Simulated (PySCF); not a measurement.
# C3H8BFO: the cost of one run

Programs: PySCF 2.14.0, with density-fitted response routines of our own. Each step states its level of theory. These are calculated values for one molecule in the gas phase, unless marked as measured. Atoms count from 0, in the outputs and in this text.

### Step 1. The starting structure

14 atoms, charge 0, multiplicity 1; geometry from: GFN2-xTB. The atoms were then displaced at random by about 0.01 Å, so the start is not that level's minimum.

Bonds of the start (Å): B0–O1 1.36, O1–C2 1.39, C2–F3 1.40, C2–C4 1.51, C4–C5 1.52, B0–H6 1.14, B0–H7 1.19, C2–H8 1.13, C4–H9 1.09, C4–H10 1.07, C5–H11 1.09, C5–H12 1.07, C5–H13 1.10.

### Step 2. Relaxing the molecule at PBE0-D3(BJ)/def2-SVP

What the job is given:

```
{"job": {"xc": "PBE0", "basis": "def2-SVP", "d3": "d3bj", "grid": 1, "shake": 0.01, "kind": "geom"}, "charge": 0, "multiplicity": 1}
B      2.137850    -0.892600     0.527010
O      1.237690    -0.471980    -0.396510
C      0.496680     0.705500    -0.344830
F      1.115340     1.584210    -1.245120
C     -0.944370     0.467150    -0.728200
C     -1.673870    -0.317760     0.354000
H      2.664070    -1.881610     0.293490
H      2.327870    -0.242150     1.502810
H      0.608580     1.206140     0.667070
H     -1.415310     1.445220    -0.851080
H     -0.966320    -0.067500    -1.657850
H     -1.665630     0.218620     1.307400
H     -1.213160    -1.273690     0.499670
H     -2.716570    -0.494620     0.064380
```

Started as:

```sh
OMP_NUM_THREADS=1 python probes_run.py task.json out
```

This one command runs all jobs of the session in turn.

Q: Estimate the wall time and peak memory of this first job on 1 thread of Arm Neoverse V1, shared host.

About 36 s, with a peak of 0.49 GiB.
